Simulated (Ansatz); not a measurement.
The system is CsLiCr2Te2S3.

```
CELL_PARAMETERS angstrom
3.60358 0.00000 0.00000
-1.80179 3.12079 0.00000
0.00000 0.00000 19.06651
ATOMIC_POSITIONS crystal
Cs 0.00000 0.00000 0.37399
Li 0.66667 0.33333 0.01607
Cr 0.00000 0.00000 0.86637
Cr 0.33333 0.66667 0.16833
Te 0.33333 0.66667 0.53891
Te 0.66667 0.33333 0.77276
S 0.00000 0.00000 0.10030
S 0.33333 0.66667 0.92920
S 0.66667 0.33333 0.23408
```

The cell was built by a generator and needn't be a form met in nature.

* Program: Ansatz 0.2.0
* Task: relaxation of cell and atoms
* Functional: r2SCAN
* Dispersion: D4
* Potentials or basis: Ansatz PAW
* Cutoff: 500 eV (not typed: the program's choice for these potentials)
* k mesh: 6 × 6 × 1
* Occupations: fermi-dirac, width 0.05 eV
* Spin: collinear spin, ferromagnetic start
* Starting moments: [0.0, 0.0, 3.0, 3.0, 0.0, 0.0, 0.0, 0.0, 0.0] μB

At the start: volume 23.82 Å³/atom.

Problem. Where does the relaxation end?

Solution. It ends after 7 steps and the volume is 22.72 Å³/atom (-4.6 %); space group P3m1 (No. 156, to 0.05 Å); moment 5.99 μB per cell.

Step by step:
```csv
step,energy change (eV),largest force (eV/Å),volume (Å³)
1,0.0000,0.2896,214.42
2,-0.0383,0.1277,206.52
3,-0.0490,0.0581,203.43
4,-0.0503,0.0252,204.79
5,-0.0505,0.0263,204.55
6,-0.0506,0.0021,204.49
7,-0.0490,0.0021,204.49
```

Final structure:
```yaml
crystal:
  lattice:
    - [3.58185, 0.00000, 0.00000]
    - [-1.79092, 3.10197, 0.00000]
    - [0.00000, 0.00000, 18.40484]
  atoms:
    - { symbol: Cs, position: [0.00000, 0.00000, 0.38258] }
    - { symbol: Li, position: [0.66667, 0.33333, 0.01231] }
    - { symbol: Cr, position: [0.00000, 0.00000, 0.85711] }
    - { symbol: Cr, position: [0.33333, 0.66667, 0.17026] }
    - { symbol: Te, position: [0.33333, 0.66667, 0.55404] }
    - { symbol: Te, position: [0.66667, 0.33333, 0.75994] }
    - { symbol: S, position: [0.00000, 0.00000, 0.09960] }
    - { symbol: S, position: [0.33333, 0.66667, 0.92470] }
    - { symbol: S, position: [0.66667, 0.33333, 0.23947] }
```

Caveat: the magnetic or orbital state may not be the lowest; the plane-wave basis is chosen anew once the cell has moved, so the energies of steps on either side of that aren't comparable; only a ferromagnetic start was run, and an antiferromagnetic order may lie lower in energy; pairwise dispersion overbinds metals, which lowers pressure and volume; the PAW data sets come from PBE, with cores solved anew for the run's functional, which leaves a small shift of forces and pressure.
